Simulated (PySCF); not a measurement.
**NdOCl: other functionals and bases at one geometry**

One table from this session's results is given with a row withheld; the runs are named, their logs left out.

Computed with PySCF 2.14.0. Level: several levels, as the steps say, no spin–orbit coupling.

1 further run of the same task is left out (for a known fault of the program).

## Starting geometry

3 atoms, charge 0, spin multiplicity 1.

Bond lengths: Nd1–O2 1.846 Å, Nd1–Cl3 2.584 Å. Angles: O2–Nd1–Cl3 113.6°.

Geometry (Å):

```xyz
3
ClNdO
Nd    0.2913    0.0000   -0.4429
O     1.7959    0.0000    0.6266
Cl   -1.9233    0.0000    0.8885
```

Formal oxidation states: Nd +3. Each metal's 3 4f electrons lie in its core potential, so multiplicities, spins and levels count the valence alone. An earlier session relaxed this geometry at PBE0, Nd lcecp-1-SVP with ECP49, O def2-SVP, Cl def2-SVP (singlet, point group Cs).

At PBE0 on the finer grid: E = -569.021022 Eh, HOMO -7.06 eV, LUMO -2.20 eV, Mulliken charge on Nd1 +0.79 e, largest force component 0.007 eV/Å. 

Levels to run: TPSSh; CAM-B3LYP; PBE0, TZVP. Hardware: 2 threads of Arm Neoverse V2, shared host.

The first run:

File run.py (the lines that set the calculation):

```python
mol = gto.M(atom='''
Nd     0.29134     0.00000    -0.44290
O      1.79590     0.00000     0.62660
Cl    -1.92331     0.00000     0.88851''',
    basis={'Nd': 'lcecp-1-SVP', 'O': 'def2-SVP', 'Cl': 'def2-SVP'},
    ecp={'Nd': 'lcecp-1-SVP'},
    charge=0, spin=0)
mf = dft.RKS(mol, xc='TPSSH')
mf.grids.atom_grid = (75, 302)  # f atoms: unpruned, at least (60, 302)
mf = mf.density_fit()  # fitting sets: Nd AutoAux, O def2-universal-JKFIT, Cl def2-universal-JKFIT
mf.conv_tol = 1e-08; mf.max_cycle = 55
mf.kernel(dm0)  # dm0: the density of the relaxed state
```

The run is started by

```sh
$ OMP_NUM_THREADS=2 python run.py
```

Among the steps run: TPSSh; CAM-B3LYP; PBE0, TZVP.

One of the session's tables, all rows but one given; the rest of the session is left out.

| level | HOMO (eV) | gap (eV) | charge on Nd1 (e) | dipole (D) | largest force component (eV/Å) |
| --- | --- | --- | --- | --- | --- |
| PBE0 (relaxed here) | -7.06 | 4.87 | 0.79 | 7.49 | 0.01 |
| TPSSh | -6.25 | 3.87 | 0.79 | 7.39 | 0.56 |
| CAM-B3LYP | ? | ? | ? | ? | ? |
| PBE0, TZVP | -7.07 | 4.88 | 1.25 | 7.75 | 0.26 |

Q: Estimate the row for CAM-B3LYP from the others.

The run gave: HOMO (eV): -8.34; gap (eV): 6.73; charge on Nd1 (e): 0.76; dipole (D): 7.67; largest force component (eV/Å): 0.10. In the column «HOMO (eV)» it is the lowest.

In one basis the HOMO–LUMO gap runs from 3.87 eV (TPSSh) to 6.73 eV (CAM-B3LYP). The largest leftover force, 0.56 eV/Å with TPSSh, stands at a geometry relaxed at another level. With 4f in the core, its levels are missing from HOMO and gap, and its count is fixed, so no charge can pass from the ligands into it. Total energies of different levels can't be compared.
